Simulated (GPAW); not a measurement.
**Al4Co5 in GPAW: the effect of functional**

Slab: Al4Co5, a slab with vacuum.

```
CELL_PARAMETERS angstrom
2.81940 0.00000 0.00000
0.00000 2.81940 0.00000
0.00000 0.00000 26.27761
ATOMIC_POSITIONS crystal
Co 0.50000 0.50000 0.28541
Al 0.00000 0.00000 0.33906
Co 0.50000 0.50000 0.39271
Al 0.00000 0.00000 0.44635
Co 0.50000 0.50000 0.50000
Al 0.00000 0.00000 0.55365
Co 0.50000 0.50000 0.60729
Al 0.00000 0.00000 0.66094
Co 0.50000 0.50000 0.71459
```

The cell isn't the ideal one: the (1 0 0) slab of AlCo, cut from the database cell, not relaxed.

Alike in all runs:

| Property | Result |
| --- | --- |
| Program | GPAW 26.7.0 |
| Task | single point |
| Cutoff | 450 eV |
| Basis | pw |
| k mesh | 9 × 9 × 1 |
| Occupations | fermi-dirac, width 0.05 eV |
| Spin | collinear spin, ferromagnetic start |
| Starting moments | [2.0, 0.0, 2.0, 0.0, 2.0, 0.0, 2.0, 0.0, 2.0] μB |

**Question.** One run gave: moment 2.80 μB; largest force 0.41 eV/Å; work function 4.64 eV. Which functional did it use?
A. BEEF-vdW
B. PBEsol
C. vdW-DF-cx
D. RPBE
E. LDA

**Answer.** B.

| functional | potentials or basis | moment (μB) | largest force (eV/Å) | work function (eV) |
| --- | --- | --- | --- | --- |
| LDA | the program's PAW data sets (release 1.2.1) made for this functional | 2.58 | 0.54 | 4.93 |
| PBE | GPAW PAW data sets (gpaw-data 1.2.1) | 2.88 | 0.47 | 4.53 |
| PBEsol | PAW data sets generated in the run's folder for this functional | 2.80 | 0.41 | 4.64 |
| RPBE | the program's PAW data sets (release 1.2.1) made for this functional | 2.99 | 0.80 | 4.36 |
| vdW-DF-cx | GPAW PAW data sets (gpaw-data 1.2.1) | 2.73 | 0.42 | 4.70 |
| BEEF-vdW | GPAW PAW data sets (gpaw-data 1.2.1) | 2.98 | 0.80 | 4.73 |

Caveats: the PAW data sets were made with another functional, which shifts forces and pressure a little (some runs).
